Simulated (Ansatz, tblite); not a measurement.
# C₅H₂₁N₃Si₃: a ladder of methods and basis sets

How do method and basis change the picture of C₅H₂₁N₃Si₃ (singlet)?

Program: Ansatz 0.2.0, Gaussian basis. Level of theory: as each input shows. These are calculated values, not measurements.

Levels to be run: GFN1-xTB, GFN2-xTB, PBE-D4/def2-TZVP, r2SCAN-D4/def2-TZVP, r2SCAN0-D4/def2-TZVP, revPBE-D4/def2-TZVP, PBE-D4/def2-SVP, PBE0-D4/def2-SVP, HF/STO-3G, MP2/def2-SVP, RPA/def2-SVP.

3 further runs of the same task are left out: 3 that didn't finish.

### Step 1. The relaxed structure

The geometry is that of the singlet, from an earlier relaxation (PBE-D4/def2-SVP).

SMILES `C[SiH2]N(C)[SiH2]N(C)[SiH2]N(C)C`, 32 atoms, charge 0, spin multiplicity 1.

Bond lengths: C1–Si2 1.890 Å, C1–H12 1.109 Å, C1–H13 1.109 Å, C1–H14 1.110 Å, Si2–N3 1.763 Å, Si2–H15 1.503 Å, Si2–H16 1.511 Å, N3–C4 1.467 Å, N3–Si5 1.756 Å, C4–H17 1.113 Å, C4–H18 1.115 Å, C4–H19 1.112 Å, Si5–N6 1.761 Å, Si5–H20 1.503 Å, Si5–H21 1.504 Å, N6–C7 1.469 Å, N6–Si8 1.757 Å, C7–H22 1.114 Å and more. Angles: Si2–C1–H12 111.2°, Si2–C1–H13 111.1°, Si2–C1–H14 110.6°, H12–C1–H13 108.1°, H12–C1–H14 108.1°, H13–C1–H14 107.6°, C1–Si2–N3 112.5°, C1–Si2–H15 110.4°, C1–Si2–H16 107.9°, N3–Si2–H15 107.6°, N3–Si2–H16 108.6°, H15–Si2–H16 109.8°, Si2–N3–C4 117.1°, Si2–N3–Si5 125.6°, C4–N3–Si5 117.2°, N3–C4–H17 111.3°, N3–C4–H18 113.1°, N3–C4–H19 111.1° and more.

PBE0-D4/def2-TZVP was run before; its log isn't repeated, and its numbers join the tables.

### Step 2. GFN1-xTB

Tight binding, by tblite at 300 K electronic temperature and without a spin-polarisation term:

```python
tblite.interface.Calculator('GFN1-xTB', numbers, positions, charge=0, uhf=0).singlepoint()
```

Energy -1011.4277 eV, HOMO -10.24 eV, LUMO -4.87 eV; 0.031 s.

### Step 3. GFN2-xTB

Tight binding, by tblite at 300 K electronic temperature and without a spin-polarisation term:

```python
tblite.interface.Calculator('GFN2-xTB', numbers, positions, charge=0, uhf=0).singlepoint()
```

Energy -965.1316 eV, HOMO -9.46 eV, LUMO -4.83 eV; 0.023 s.

### Step 4. PBE-D4/def2-TZVP

start.molden holds the orbitals of an earlier run on this state, given as this run's starting guess.

Contents of in.yaml:

```yaml
crystal:
  periodic: [false, false, false]
  atoms:
    - {symbol: C, position_ang: [3.397671, -2.030107, -1.173601]}
    - {symbol: Si, position_ang: [3.659048, -0.448592, -0.172916]}
    - {symbol: N, position_ang: [2.201483, 0.538733, -0.075811]}
    - {symbol: C, position_ang: [1.686931, 1.096241, -1.331245]}
    - {symbol: Si, position_ang: [1.252235, 0.820272, 1.374848]}
    - {symbol: N, position_ang: [-0.332767, 0.061330, 1.268654]}
    - {symbol: C, position_ang: [-0.357789, -1.393487, 1.064810]}
    - {symbol: Si, position_ang: [-1.876909, 0.874315, 1.469823]}
    - {symbol: N, position_ang: [-2.910931, 0.493004, 0.110505]}
    - {symbol: C, position_ang: [-4.328156, 0.224760, 0.237822]}
    - {symbol: C, position_ang: [-2.465000, 0.743388, -1.245841]}
    - {symbol: H, position_ang: [2.643857, -2.687560, -0.694144]}
    - {symbol: H, position_ang: [3.049817, -1.799729, -2.201626]}
    - {symbol: H, position_ang: [4.346882, -2.598758, -1.259536]}
    - {symbol: H, position_ang: [4.076817, -0.781223, 1.231774]}
    - {symbol: H, position_ang: [4.743373, 0.356204, -0.851407]}
    - {symbol: H, position_ang: [2.516841, 1.401235, -2.007932]}
    - {symbol: H, position_ang: [1.043632, 0.381716, -1.896606]}
    - {symbol: H, position_ang: [1.076173, 2.007052, -1.144314]}
    - {symbol: H, position_ang: [0.987432, 2.288006, 1.558842]}
    - {symbol: H, position_ang: [2.067393, 0.251090, 2.503095]}
    - {symbol: H, position_ang: [-0.217162, -1.961938, 2.012841]}
    - {symbol: H, position_ang: [-1.325981, -1.705565, 0.619521]}
    - {symbol: H, position_ang: [0.443022, -1.710153, 0.361079]}
    - {symbol: H, position_ang: [-2.667173, 0.402111, 2.664157]}
    - {symbol: H, position_ang: [-1.522892, 2.330377, 1.636650]}
    - {symbol: H, position_ang: [-4.964691, 1.079684, -0.101065]}
    - {symbol: H, position_ang: [-4.627996, -0.662212, -0.370042]}
    - {symbol: H, position_ang: [-4.589358, 0.012310, 1.294057]}
    - {symbol: H, position_ang: [-2.939861, 1.648854, -1.699436]}
    - {symbol: H, position_ang: [-1.365685, 0.886647, -1.267842]}
    - {symbol: H, position_ang: [-2.700267, -0.118025, -1.915135]}
basis:
  gaussian: {orbitals: def2-TZVP, initial_orbitals: start.molden}
hamiltonian: {xc: pbe, dispersion: d4}
scf: {omitted_lower_state_checks: [starts]}
output: {forces: true, orbitals: {seedname: orbitals}}
```

The run is started by

```sh
$ ansatz run in.yaml --threads 4 --pin off --events-out ev --progress --plain --max-ram 6963MiB
```

After this run come: r2SCAN-D4/def2-TZVP; r2SCAN0-D4/def2-TZVP; revPBE-D4/def2-TZVP; PBE-D4/def2-SVP; PBE0-D4/def2-SVP; HF/STO-3G; MP2/def2-SVP; RPA/def2-SVP.

Before running them: what should the planned runs give, taken together? Wanted: gap in def2-TZVP, named functionals, smallest and largest; correlation energy, MP2/def2-SVP; binding an atom, functionals in def2-TZVP; PBE0 total energy, smallest basis above largest.

As calculated:

| quantity | value |
| --- | --- |
| gap in def2-TZVP, named functionals, smallest and largest | 4.67 eV (PBE-D4), 7.16 eV (r2SCAN0-D4) |
| correlation energy, MP2/def2-SVP | -41.65 eV |
| binding an atom, functionals in def2-TZVP | 3.75 (r2SCAN0-D4) to 3.85 eV (PBE-D4) |
| PBE0 total energy, smallest basis above largest | 19.31 eV (def2-SVP, def2-TZVP) |

What this shows: Orbital gaps of the named functionals in def2-TZVP span 4.67 eV (PBE-D4) to 7.16 eV (r2SCAN0-D4); exact exchange widens it.
